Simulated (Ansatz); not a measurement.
Crystal: Ba2Tl5V3O12.

```
Ba V Tl O
1.0
     6.49009   -6.67692    0.00000
     6.49009    6.67692    0.00000
    -2.00957    0.00000    5.73760
Ba V Tl O
2 3 5 12
Direct
  0.47917 0.52083 0.00000
  0.79264 0.20736 0.00000
  0.65694 0.94605 0.25735
  0.05395 0.34306 0.74265
  0.57442 0.42558 0.50000
  0.49835 0.85629 0.63726
  0.14371 0.50165 0.36274
  0.01508 0.98492 0.50000
  0.30964 0.12677 0.21892
  0.87323 0.69036 0.78108
  0.00390 0.26325 0.44275
  0.59719 0.60676 0.67706
  0.91333 0.42820 0.84635
  0.52536 0.79943 0.20594
  0.68766 0.41628 0.31356
  0.09251 0.20316 0.88601
  0.58372 0.31234 0.68644
  0.79684 0.90749 0.11399
  0.57180 0.08667 0.15365
  0.20057 0.47464 0.79406
  0.73675 0.99610 0.55725
  0.39324 0.40281 0.32294
```

The cell was built by a generator and needn't be a form met in nature.

Base run:

| Quantity | Value |
| --- | --- |
| Program | Ansatz 0.2.0 |
| Functional | PBE |
| Potentials or basis | Ansatz NC |
| Cutoff | 1240 eV (not typed: the program's choice for these potentials) |
| k mesh | 3 × 3 × 5 |
| Occupations | fermi-dirac, width 0.05 eV |
| Spin | collinear spin, ferromagnetic start |
| Starting moments | [0.0, 0.0, 2.0, 2.0, 2.0, 0.0, 0.0, 0.0, 0.0, 0.0, 0.0, 0.0, 0.0, 0.0, 0.0, 0.0, 0.0, 0.0, 0.0, 0.0, 0.0, 0.0] μB |

Its results: band gap on the k mesh 2.91 eV, indirect (least direct gap 2.96 eV); pressure 0.1 GPa; net moment 0.00 μB per cell; largest force 0.029 eV/Å.

**Question.** The run is repeated on the same cell with these changes: functional from PBE to r2SCAN; potentials or basis from Ansatz NC to Ansatz PAW; cutoff from 1240 eV (not typed: the program's choice for these potentials) to 500 eV (not typed: the program's choice for these potentials). What comes out?

**Answer.** Band gap on the k mesh 3.24 eV, indirect (least direct gap 3.28 eV); pressure -2.1 GPa; net moment 0.00 μB per cell; largest force 0.450 eV/Å.

Caveats: spin-orbit coupling is left out, which as a rule narrows the gap of such compounds by several tenths of an eV; the starting moments weren't kept; odd divisions of the mesh miss points on the zone boundary, where band edges often lie, so the gap on the mesh can be too wide (some runs); the magnetic or orbital state may not be the lowest (some runs); the PAW data sets come from PBE, with cores solved anew for the run's functional, which leaves a small shift of forces and pressure (some runs).
